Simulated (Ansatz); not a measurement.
# Al: pulling the crystal apart

Aim: for Al, open the crystal across a (0 1 1) plane.

Computed with Ansatz 0.2.0 (DFT r2SCAN, scalar-relativistic, plane waves, PAW, unless a step's input says otherwise).

3 further runs of the same task are left out: 3 set aside as unsound or not needed. Runs told in other sessions of the task aren't counted.

### 1 Starting point

The structure is cubic, space group Im-3m (No. 229). Conventional cell: a = 3.189 Å, b = 3.189 Å, c = 3.189 Å, α = 90.00°, β = 90.00°, γ = 90.00°. Al (site symmetry m-3m) is surrounded by 8 Al at 2.76 Å.

Coordinates:

```
CELL_PARAMETERS angstrom
-1.59437 1.59437 -1.59437
-1.59437 -1.59437 1.59437
0.00000 6.37747 6.37747
ATOMIC_POSITIONS crystal
Al 0.00000 0.00000 0.00000
Al 0.50000 0.50000 0.25000
Al 0.00000 0.00000 0.50000
Al 0.50000 0.50000 0.75000
```

It goes back to an entry of the Materials Project, which need not be the stable form.

It is built from the cell relaxed beforehand with the same method (16.21 Å³/atom).

### 2 Zero of energy

The cell is repeated 4 times, 4 atoms in all. The reference gives a free energy of -2161.2018 eV, pressure -0.03 GPa, largest force 0.000 eV/Å and gap on the mesh none (metal). It was computed beforehand with the settings of the runs below.

### 3 Next: pulling the crystal apart

The cut lies on the cell's a–b face, a (0 1 1) plane of area 7.19 Å², between layers 2.25 Å apart (Al below, Al above); the cell is 9.0 Å thick. Vector c is lengthened by d along the normal with the atoms' Cartesian places fixed: one unrelaxed cut per cell.

### 4 Point d = 1.00 Å

input.yaml

```yaml
crystal:
  lattice:
    - [-1.5943685756, 1.5943685756, -1.5943685756]
    - [-1.5943685756, -1.5943685756, 1.5943685756]
    - [0.0, 7.0845810835, 7.0845810835]
  atoms:
    - { symbol: Al, position: [0.0, 0.0, 0.7876668992] }
    - { symbol: Al, position: [0.5, 0.5, 0.1125238427] }
    - { symbol: Al, position: [0.0, 0.0, 0.3375715282] }
    - { symbol: Al, position: [0.5, 0.5, 0.5626192137] }
basis:
  ecutwfc: 500
kpoints:
  mp_grid: { grid: [22, 22, 7] }
hamiltonian:
  xc: r2scan
scf:
  occupations: { method: gaussian, width: 0.15 }
output:
  forces: true
  stress: true
  eigenvalues: true
```

Started as:

```bash
ansatz run input.yaml --threads 2 --pin off --max-ram 5120MiB --backend cpu --events-out ev --progress --plain --runs-dir out
```

The session goes on with these runs: point d = 3.00 Å; At d = 0.50 Å; d = 2.00 Å; At d = 6.00 Å; d = -0.30 Å; At d = 0.25 Å; d = 1.50 Å; At d = 4.50 Å; d = 0.75 Å.

Before running it: what results should come out? Wanted: largest traction sampled.

**Answer**, as computed:

| quantity | value |
| --- | --- |
| energy at d = 6.00 Å | 1.73 J/m² |
| largest traction sampled | 12.4 GPa at d = 0.50 Å |

**Reading.** The energy levels off at 1.73 J/m², the work to make two unrelaxed faces. The traction peaks at 12.4 GPa near 0.50 Å, an estimate of the ideal strength of rigid blocks on this coarse sampling.
